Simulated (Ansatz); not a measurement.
# MoS₂: an internal coordinate against the cell

A grid of calculations on MoS2 (P-6m2, No. 187; 3 atoms in the cell), to see where the energy is lowest and how it rises around there.

Computed with Ansatz 0.2.0 (DFT LDA+D3(BJ), scalar-relativistic, plane waves, PAW, unless a step's input says otherwise).

16 further runs of the same task are left out: 16 set aside as unsound or not needed.

## (1) The structure to begin with

It takes space group P-6m2 (No. 187, hexagonal). Conventional cell: a = 3.091 Å, b = 3.091 Å, c = 17.328 Å, α = 90.00°, β = 90.00°, γ = 120.00°. Mo (site symmetry -6m2) is surrounded by 6 S at 2.37 Å. S (site symmetry 3m) is surrounded by 3 Mo at 2.37 Å.

Structure file:

```xyz
3
Lattice="3.0906 0.0000 0.0000 -1.5453 2.6765 0.0000 0.0000 0.0000 17.3278" Properties=species:S:1:pos:R:3 pbc="T T T"
Mo    0.0000    0.0000    0.0000
S     0.0000    1.7843    1.5581
S     0.0000    1.7843   15.7697
```

It goes back to an entry of the Materials Project, which need not be the stable form.

This cell was relaxed beforehand with the same method: volume 47.78 Å³/atom, gap on the mesh 1.93 eV.

## (3) Plan of the scan

Atoms count from 1 in the order of the input.

The energy is mapped over a free internal coordinate and the cell.

The axes are (1) shift of S2 along [0 0 1], its symmetry partners moved as symmetry demands (measured in the relaxed cell): 7 values from −0.250 Å; (2) c/a of the conventional cell at fixed volume: 7 values from 5.158 to 6.055.

Nothing else is relaxed (all other coordinates fixed). Energies count from the relaxed crystal. Points are written as (first, second).

(The set-up runs are not shown.)

## (4) Grid point (−0.250 Å, 5.457)

input.yaml reads:

```yaml
crystal:
  lattice:
    - [3.1185297802, 0.0, 0.0]
    - [-1.5592648901, 2.7007260121, 0.0]
    - [0.0, 0.0, 17.0184407166]
  atoms:
    - { symbol: Mo, position: [0.0, 0.0, 0.0] }
    - { symbol: S, position: [0.3333333333, 0.6666666667, 0.0754900609] }
    - { symbol: S, position: [0.3333333333, 0.6666666667, 0.9245099391] }
basis:
  ecutwfc: 420
kpoints:
  mp_grid: { grid: [12, 12, 2] }
hamiltonian:
  xc: lda
  pseudopotentials: { kind: paw, azcp: { folder: soft_1 } }
  dispersion: d3bj
scf:
  occupations: { method: gaussian, width: 0.05 }
output:
  forces: true
  stress: true
  eigenvalues: true
```

Command:

```sh
ansatz run input.yaml --threads 1 --pin off --max-ram 2048MiB --backend cpu --events-out ev --progress --plain --runs-dir out
```

Further runs follow: the other points that were computed.

What does the calculation give? Wanted: lowest point; highest computed point; band gap on the k-mesh; largest force on an atom.

The runs gave:

| quantity | value |
| --- | --- |
| lowest point | (0.000 Å, 5.607), 0 meV/atom |
| highest computed point | (−0.250 Å, 5.158), 721 meV/atom above the lowest |
| band gap on the k-mesh (eV) | 0.00 at (−0.250 Å, 5.158) to 2.05 at (−0.083 Å, 5.906); 1.93 at the lowest point |
| largest force on an atom (eV/Å) | 0.0 at (0.000 Å, 5.607) to 7.5 at (−0.250 Å, 5.158); 0.0 at the lowest point |
| time for all points | 15 min on 1 thread, shared host |

In words: The lowest computed point is at (0.000 Å, 5.607), which is the relaxed crystal itself. No other kind of well shows on this grid. The highest computed point, (−0.250 Å, 5.158), lies 721 meV/atom above the lowest. Round the minimum the valley is strongly tilted: raising the first coordinate shifts the best value of the second coordinate downwards (coupling k₁₂/√(k₁₁k₂₂) about 0.7). The gap closes in part of the range.

The gaps are Kohn-Sham values of a semilocal functional, not quasiparticle or optical gaps. Such gaps usually fall short of the measured ones.
